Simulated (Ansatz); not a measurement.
# MnO2 (Pyrolusite): the cost of one run

Program: Ansatz 0.2.0. Level of theory: DFT PBE, scalar-relativistic, plane waves, PAW. These are calculated values, not measurements.

## (1) The structure to begin with

The structure is tetragonal, space group P4_2/mnm (No. 136). The conventional cell has a = 4.450 Å, b = 4.450 Å, c = 2.877 Å, α = 90.00°, β = 90.00°, γ = 90.00°. Mn (site symmetry mmm) has 6 O at 1.89 to 1.92 Å as nearest neighbours. Around O (site symmetry m2m) lie 3 Mn at 1.89 to 1.92 Å.

Structure file:

```
Mn O
1.0
     4.44972    0.00000    0.00000
     0.00000    4.44972    0.00000
     0.00000    0.00000    2.87709
Mn O
2 4
Direct
  0.00000 0.00000 0.00000
  0.50000 0.50000 0.50000
  0.30546 0.30546 0.00000
  0.19454 0.80546 0.50000
  0.69454 0.69454 0.00000
  0.80546 0.19454 0.50000
```

An earlier run at PBE left this cell at 9.494 Å³/atom and 0.02 GPa (6×6×10 mesh).

## (2) Antiferromagnetic, in the cell as typed

The input, input.yaml:

```yaml
crystal:
  lattice:
    - [4.4497186764, 0.0, 0.0]
    - [0.0, 4.4497186764, 0.0]
    - [0.0, 0.0, 2.8770895621]
  atoms:
    - { symbol: Mn, position: [0.0, 0.0, 0.0], spin: 3.0 }
    - { symbol: Mn, position: [0.5, 0.5, 0.5], spin: -3.0 }
    - { symbol: O, position: [0.305457678, 0.305457678, 0.0] }
    - { symbol: O, position: [0.194542322, 0.805457678, 0.5] }
    - { symbol: O, position: [0.694542322, 0.694542322, 0.0] }
    - { symbol: O, position: [0.805457678, 0.194542322, 0.5] }
basis:
  ecutwfc: 420
  ecutrho_ratio: 4
kpoints:
  mp_grid: { grid: [6, 6, 10] }
hamiltonian:
  xc: pbe
scf:
  occupations: { method: gaussian, width: 0.05 }
  lower_state_search: "off"
output:
  forces: true
  stress: true
  eigenvalues: true
  populations: true
magnetization:
  spin_polarized: true
```

Started as:

```console
ansatz run input.yaml --threads 2 --pin off --max-ram 5120MiB --backend cpu --events-out ev --progress --plain --runs-dir out
```

Q: Estimate wall time and peak memory on 2 threads of Intel Xeon at 2.70GHz, shared host.

About 25 s, with a peak of 0.54 GiB.
